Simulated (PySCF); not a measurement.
# C3H8BFS: electronic excitations and core binding energies

What electronic excitations and core binding energies should C3H8BFS (`C[S@+]1[BH2-][C@@H](F)C1`) show?

The runs use PySCF 2.14.0, with density-fitted response routines of our own; the level of theory stands in each step. All values are computed, except where a source is named. Atoms count from 0, in the outputs and in this text.

### Step 1. The starting structure

14 atoms, charge 0, multiplicity 1; geometry from: GFN2-xTB.

Bonds of the start (Å): C0–S1 1.82, S1–B2 2.04, B2–C3 1.63, C3–F4 1.39, C3–C5 1.53, C5–S1 1.83, C0–H6 1.09, C0–H7 1.08, C0–H8 1.09, B2–H9 1.18, B2–H10 1.18, C3–H11 1.10, C5–H12 1.09, C5–H13 1.09.

### Step 2. TDDFT and polarisability: CAM-B3LYP/def2-SVPD

What the job is given:

```
{"job": {"kind": "uv", "xc": "CAM-B3LYP", "basis": "def2-SVPD", "nstates": 8, "ntriplets": 3}, "charge": 0, "multiplicity": 1}
C      1.698668     0.440217     0.841783
S      1.059198    -0.030121    -0.797703
B     -0.701508     0.998355    -0.838212
C     -1.365794    -0.259271    -0.032109
F     -2.554436    -0.774347    -0.535285
C     -0.219215    -1.233184    -0.290604
H      2.371539     1.278630     0.693068
H      0.880048     0.733693     1.489285
H      2.244211    -0.401218     1.258336
H     -0.541784     2.011475    -0.258832
H     -1.003140     1.070183    -1.972227
H     -1.556285    -0.126056     1.039797
H     -0.437651    -1.856763    -1.156216
H      0.125470    -1.852067     0.536753
```

Method: TDDFT CAM-B3LYP/def2-SVPD, vertical, gas phase, core orbitals frozen in the response.

Run with:

```
$ OMP_NUM_THREADS=1 python probes_run.py task.json out
```

This one command runs all jobs of the session in turn.

Standard output:

```text
coarse grid: 12016 points
cycle   1  E = -641.4577366208  dE =  6.980e-01  |g| = 4.873e-01  |ddm| = 5.365e+00
cycle   2  E = -641.4582741258  dE = -5.375e-04  |g| = 5.785e-01  |ddm| = 1.491e+00
cycle   3  E = -641.5135239084  dE = -5.525e-02  |g| = 6.169e-02  |ddm| = 5.747e-01
cycle   4  E = -641.5142437501  dE = -7.198e-04  |g| = 2.416e-02  |ddm| = 1.455e-01
cycle   5  E = -641.5144108807  dE = -1.671e-04  |g| = 5.043e-03  |ddm| = 5.800e-02
cycle   6  E = -641.5144186274  dE = -7.747e-06  |g| = 1.532e-03  |ddm| = 1.416e-02
final grid: 111160 points
cycle   7  E = -641.5926470288  dE = -3.278e-05  |g| = 4.642e-03  |ddm| = 8.519e-02
cycle   8  E = -641.5926459721  dE =  1.057e-06  |g| = 5.444e-03  |ddm| = 1.488e-02
cycle   9  E = -641.5926521072  dE = -6.135e-06  |g| = 4.851e-04  |ddm| = 5.898e-03
cycle  10  E = -641.5926521479  dE = -4.066e-08  |g| = 1.888e-04  |ddm| = 8.668e-04
cycle  11  E = -641.5926521556  dE = -7.779e-09  |g| = 4.099e-05  |ddm| = 4.217e-04
cycle  12  E = -641.5926521562  dE = -5.156e-10  |g| = 1.109e-05  |ddm| = 1.186e-04
converged SCF energy = -641.5926521562

Static polarisability (au): isotropic 70.971, principal 63.728 68.538 80.648

Singlet excitations
state   eV       nm        f      main configurations
  1   6.4614    191.9   0.00697   H-1->L 0.47, H-1->L+1 0.21, H->L 0.09
  2   6.7182    184.5   0.00186   H->L+1 0.39, H->L 0.32, H-1->L 0.11
  3   7.0055    177.0   0.00680   H->L+1 0.27, H->L 0.27, H->L+3 0.16
  4   7.2011    172.2   0.06997   H-1->L+1 0.62, H-1->L 0.14
  5   7.3401    168.9   0.01047   H-1->L+2 0.35, H->L+2 0.27
  6   7.4897    165.5   0.00712   H->L+2 0.37, H-1->L+2 0.24
  7   7.5358    164.5   0.00807   H->L+3 0.57, H->L+2 0.13, H->L 0.11
  8   7.7713    159.5   0.02807   H-2->L+1 0.36, H-2->L 0.20, H-1->L+2 0.16

Triplet excitations (Tamm-Dancoff, eV): 5.9015 6.2897 6.4155
```

It took 60 s on 1 thread of Arm Neoverse N1, shared host; peak memory 0.86 GiB.

The orbitals next to the gap, with their largest atomic shares:

```
orbital      eV                       atoms
 HOMO−3  -11.17   F4 29 %, S1 20 %, C5 16 %
 HOMO−2  -10.22  B2 36 %, H10 24 %, S1 12 %
 HOMO−1   -9.40   S1 37 %, B2 16 %, H9 11 %
   HOMO   -9.16   C3 28 %, B2 23 %, F4 18 %
   LUMO    0.69    S1 50 %, C0 12 %, C5 8 %
 LUMO+1    0.80    S1 50 %, C5 9 %, H13 8 %
 LUMO+2    1.13     S1 63 %, C0 7 %, H7 5 %
```

With each of the 8 states as a Gaussian band of 0.4 eV half-width at 1/e, the curve within the window shown has maxima at 171 nm (ε 4,000) L/(mol cm). Beyond the last state computed it falls off for lack of states. The curve at chosen wavelengths:

```
 nm  ε (L/mol/cm)
154           777
156          1174
159          1841
161          2302
163          2767
165          3223
168          3791
170          3992
172          3980
175          3549
177          3058
179          2502
181          1962
184          1299
186           981
188           754
190           596
193           440
195           365
197           301
200           218
202           169
204           128
206            93
209            55
211            37
```

Further results of this job:

```
           property  computed
  dipole moment (D)      4.97
polarisability (Å³)     10.52
 HOMO–LUMO gap (eV)      9.84
      −ε(HOMO) (eV)      9.16
```

### Step 3. Core holes by ΔSCF: SCAN, X2C

Settings changed since step 2:

```diff
@@ -1,2 +1,2 @@
-{"job": {"kind": "uv", "xc": "CAM-B3LYP", "basis": "def2-SVPD", "nstates": 8, "ntriplets": 3}, "charge": 0, "multiplicity": 1}
+{"job": {"kind": "xps"}, "charge": 0, "multiplicity": 1}
 C      1.698668     0.440217     0.841783
```

Method: delta-SCF UKS SCAN, pcX-2 on the ionised atom, pcseg-1 elsewhere, spin-free X2C.

Standard output:

```text
ground state, core basis on atom 0 (C), 159 functions
  cycle   1  E = -642.88947116  |g| = 5.47e-01
  cycle   2  E = -642.81620701  |g| = 8.21e-01
  cycle   3  E = -642.96220132  |g| = 1.03e-01
  cycle   4  E = -642.96426304  |g| = 4.37e-02
  cycle   5  E = -642.96468250  |g| = 1.35e-02
  cycle   6  E = -642.96472607  |g| = 4.80e-03
  cycle   7  E = -642.96472987  |g| = 1.10e-03
  cycle   8  E = -642.96473066  |g| = 4.25e-04
  E(ground) = -642.98287209 Eh
hole in C 1s of atom 0
  cycle   1  E = -631.66247126  |g| = 1.50e+00
  cycle   2  E = -629.27260568  |g| = 2.37e+00
  cycle   3  E = -631.78116171  |g| = 9.27e-01
  cycle   4  E = -632.19274959  |g| = 3.06e-01
  cycle   5  E = -632.22725544  |g| = 1.26e-01
  cycle   6  E = -632.23373220  |g| = 3.51e-02
  cycle   7  E = -632.23438010  |g| = 1.02e-02
  cycle   8  E = -632.23443883  |g| = 5.13e-03
  cycle   9  E = -632.23445421  |g| = 2.42e-03
  cycle  10  E = -632.23445965  |g| = 1.51e-03
  cycle  11  E = -632.23446155  |g| = 6.89e-04
  cycle  12  E = -632.23446275  |g| = 2.74e-04
  E(ion) = -632.25339108 Eh   <S^2> = 0.7752   hole on atom = 1.000   binding energy = 291.964 eV
ground state, core basis on atom 1 (S), 170 functions
  cycle   1  E = -643.11689131  |g| = 4.05e-01
  cycle   2  E = -643.11660311  |g| = 5.22e-02
  cycle   3  E = -643.11561216  |g| = 7.97e-02
  cycle   4  E = -643.11731138  |g| = 6.69e-03
  cycle   5  E = -643.11731556  |g| = 3.96e-03
  cycle   6  E = -643.11731649  |g| = 4.75e-04
  E(ground) = -643.12106461 Eh
hole in S 1s of atom 1
  cycle   1  E = -550.82467081  |g| = 5.08e+00
  cycle   2  E = -546.74205091  |g| = 3.69e+00
  cycle   3  E = -539.58144907  |g| = 3.99e+00
  cycle   4  E = -551.75256697  |g| = 8.73e-01
  cycle   5  E = -551.61569459  |g| = 1.06e+00
  cycle   6  E = -552.04223063  |g| = 7.84e-02
  cycle   7  E = -552.04341102  |g| = 6.10e-02
  cycle   8  E = -552.04517628  |g| = 1.14e-02
  cycle   9  E = -552.04523573  |g| = 3.71e-03
  cycle  10  E = -552.04524340  |g| = 1.19e-03
  cycle  11  E = -552.04524350  |g| = 3.30e-04
  E(ion) = -552.04084048 Eh   <S^2> = 0.7517   hole on atom = 1.000   binding energy = 2478.419 eV
hole in S 2p of atom 1
  cycle   1  E = -636.38506762  |g| = 1.54e+00
  cycle   2  E = -632.72703033  |g| = 2.97e+00
  cycle   3  E = -636.38709346  |g| = 1.06e+00
  cycle   4  E = -636.81773141  |g| = 2.06e-01
  cycle   5  E = -636.81899514  |g| = 1.55e-01
  cycle   6  E = -636.83105281  |g| = 3.98e-02
  cycle   7  E = -636.83163412  |g| = 1.51e-02
  cycle   8  E = -636.83174277  |g| = 4.83e-03
  cycle   9  E = -636.83175393  |g| = 2.27e-03
  cycle  10  E = -636.83175811  |g| = 7.15e-04
  cycle  11  E = -636.83175770  |g| = 2.79e-04
  E(ion) = -636.84252942 Eh   <S^2> = 0.7538   hole on atom = 1.001   binding energy = 170.848 eV
  2p3/2 = 170.584 eV   2p1/2 = 171.827 eV
ground state, core basis on atom 2 (B), 159 functions
  cycle   1  E = -642.95857301  |g| = 5.92e-02
  cycle   2  E = -642.95805422  |g| = 5.89e-02
  cycle   3  E = -642.95891248  |g| = 1.92e-02
  cycle   4  E = -642.95899712  |g| = 5.87e-03
  cycle   5  E = -642.95900549  |g| = 9.55e-04
  cycle   6  E = -642.95900568  |g| = 3.04e-04
  E(ground) = -642.97805895 Eh
hole in B 1s of atom 2
  cycle   1  E = -635.40048455  |g| = 1.18e+00
  cycle   2  E = -634.43458810  |g| = 1.69e+00
  cycle   3  E = -635.74002932  |g| = 3.85e-01
  cycle   4  E = -635.79961444  |g| = 2.25e-01
  cycle   5  E = -635.82264918  |g| = 6.07e-02
  cycle   6  E = -635.82428454  |g| = 2.06e-02
  cycle   7  E = -635.82450660  |g| = 8.93e-03
  cycle   8  E = -635.82456469  |g| = 4.64e-03
  cycle   9  E = -635.82458113  |g| = 2.92e-03
  cycle  10  E = -635.82459097  |g| = 1.49e-03
  cycle  11  E = -635.82459297  |g| = 5.44e-04
  cycle  12  E = -635.82459332  |g| = 2.37e-04
  E(ion) = -635.84480101 Eh   <S^2> = 0.7859   hole on atom = 1.000   binding energy = 194.106 eV
ground state, core basis on atom 3 (C), 159 functions
  cycle   1  E = -642.96941546  |g| = 5.86e-02
  cycle   2  E = -642.96938833  |g| = 2.08e-02
  cycle   3  E = -642.96938226  |g| = 2.13e-02
  cycle   4  E = -642.96950817  |g| = 2.70e-03
  cycle   5  E = -642.96951028  |g| = 8.74e-04
  cycle   6  E = -642.96951028  |g| = 1.71e-04
  E(ground) = -642.98779885 Eh
hole in C 1s of atom 3
  cycle   1  E = -631.67649747  |g| = 1.51e+00
  cycle   2  E = -629.58583947  |g| = 2.44e+00
  cycle   3  E = -632.03587218  |g| = 6.48e-01
  cycle   4  E = -632.16371341  |g| = 4.51e-01
  cycle   5  E = -632.23582084  |g| = 1.07e-01
  cycle   6  E = -632.23899582  |g| = 3.66e-02
  cycle   7  E = -632.23964996  |g| = 1.18e-02
  cycle   8  E = -632.23972327  |g| = 6.24e-03
  cycle   9  E = -632.23974799  |g| = 2.13e-03
  cycle  10  E = -632.23975123  |g| = 1.13e-03
  cycle  11  E = -632.23975225  |g| = 5.64e-04
  cycle  12  E = -632.23975218  |g| = 1.74e-04
  E(ion) = -632.25864939 Eh   <S^2> = 0.7729   hole on atom = 1.000   binding energy = 291.955 eV
ground state, core basis on atom 4 (F), 159 functions
  cycle   1  E = -643.01079658  |g| = 1.16e-01
  cycle   2  E = -643.01047736  |g| = 5.77e-02
  cycle   3  E = -643.01034854  |g| = 6.62e-02
  cycle   4  E = -643.01095065  |g| = 3.70e-03
  cycle   5  E = -643.01095354  |g| = 5.45e-04
  cycle   6  E = -643.01095382  |g| = 1.97e-04
  E(ground) = -643.03089643 Eh
hole in F 1s of atom 4
  cycle   1  E = -616.69251659  |g| = 2.58e+00
  cycle   2  E = -616.26099374  |g| = 2.31e+00
  cycle   3  E = -617.40938268  |g| = 5.88e-01
  cycle   4  E = -617.50191274  |g| = 3.93e-01
  cycle   5  E = -617.58752319  |g| = 7.76e-02
  cycle   6  E = -617.59002125  |g| = 4.06e-02
  cycle   7  E = -617.59093971  |g| = 5.13e-03
  cycle   8  E = -617.59094692  |g| = 3.35e-03
  cycle   9  E = -617.59095207  |g| = 6.68e-04
  cycle  10  E = -617.59095195  |g| = 2.69e-04
  E(ion) = -617.61783018 Eh   <S^2> = 0.7571   hole on atom = 1.000   binding energy = 691.525 eV
ground state, core basis on atom 5 (C), 159 functions
  cycle   1  E = -642.96678018  |g| = 7.38e-02
  cycle   2  E = -642.96603380  |g| = 8.33e-02
  cycle   3  E = -642.96705559  |g| = 2.57e-02
  cycle   4  E = -642.96716172  |g| = 4.00e-03
  cycle   5  E = -642.96716658  |g| = 1.23e-03
  cycle   6  E = -642.96716726  |g| = 1.36e-04
  E(ground) = -642.98565094 Eh
hole in C 1s of atom 5
  cycle   1  E = -631.67007045  |g| = 1.51e+00
  cycle   2  E = -630.48567255  |g| = 2.12e+00
  cycle   3  E = -632.15394011  |g| = 4.63e-01
  cycle   4  E = -632.21643698  |g| = 2.90e-01
  cycle   5  E = -632.24425886  |g| = 9.48e-02
  cycle   6  E = -632.24746025  |g| = 2.15e-02
  cycle   7  E = -632.24770042  |g| = 9.08e-03
  cycle   8  E = -632.24775590  |g| = 4.07e-03
  cycle   9  E = -632.24777127  |g| = 1.93e-03
  cycle  10  E = -632.24777690  |g| = 1.04e-03
  cycle  11  E = -632.24777783  |g| = 3.18e-04
  E(ion) = -632.26685906 Eh   <S^2> = 0.7801   hole on atom = 1.000   binding energy = 291.673 eV
```

It took 2.8 min on 1 thread of Arm Neoverse N1, shared host; peak memory 0.61 GiB.

The holes in one table. −ε is the ground-state orbital energy:

```
     hole  stands for                                      environment  ΔSCF (eV; 2p as the shell's mean)  −ε (eV)   ⟨S²⟩
C1s on C0          C0                        methyl carbon bonded to S                             291.96    275.2  0.775
S1s on S1          S1    sulfur bonded to 2 C, B, in a 4-membered ring                            2478.42   2416.4  0.752
S2p on S1          S1    sulfur bonded to 2 C, B, in a 4-membered ring                             171.00    159.5  0.754
B1s on B2          B2  boron bonded to C, S, 2 H, in a 4-membered ring                             194.11    178.7  0.786
C1s on C3          C3                         sp3 CH bonded to B and F                             291.96    274.9  0.773
F1s on F4          F4                        fluorine on an sp3 carbon                             691.52    665.8  0.757
C1s on C5          C5                              sp3 CH2 bonded to S                             291.67    275.1  0.780
```

With the spin-orbit splitting: S1 2p3/2 170.58, 2p1/2 171.83 eV. The table gives each 2p level as the mean over the whole 2p shell (two parts 2p3/2, one part 2p1/2), which differs a little from the single hole in the log.

### Step 4. What came out

```
                                quantity                               value
    lowest singlet (CAM-B3LYP/def2-SVPD)         6.46 eV (192 nm), f = 0.007
brightest single state of those computed         state 4, 7.20 eV, f = 0.070
                          lowest triplet                             5.90 eV
        C1s binding energies, SCAN/pcX-2  C0 291.96, C3 291.96, C5 291.67 eV
        S1s binding energies, SCAN/pcX-2                       S1 2478.42 eV
        S2p binding energies, SCAN/pcX-2                        S1 171.00 eV
        B1s binding energies, SCAN/pcX-2                        B2 194.11 eV
        F1s binding energies, SCAN/pcX-2                        F4 691.52 eV
```

The lowest singlet, at 6.46 eV, is HOMO−1→LUMO 0.47, HOMO−1→LUMO+1 0.21 and is weak; of the 8 states computed, the strongest absorption comes from state 4 at 7.20 eV. The lowest triplet lies 0.56 eV below the lowest singlet (triplets in Tamm-Dancoff, singlets in full TDDFT). C0 (methyl carbon bonded to S) binds its C1s electron 0.29 eV more tightly than C5 (sp3 CH2 bonded to S).
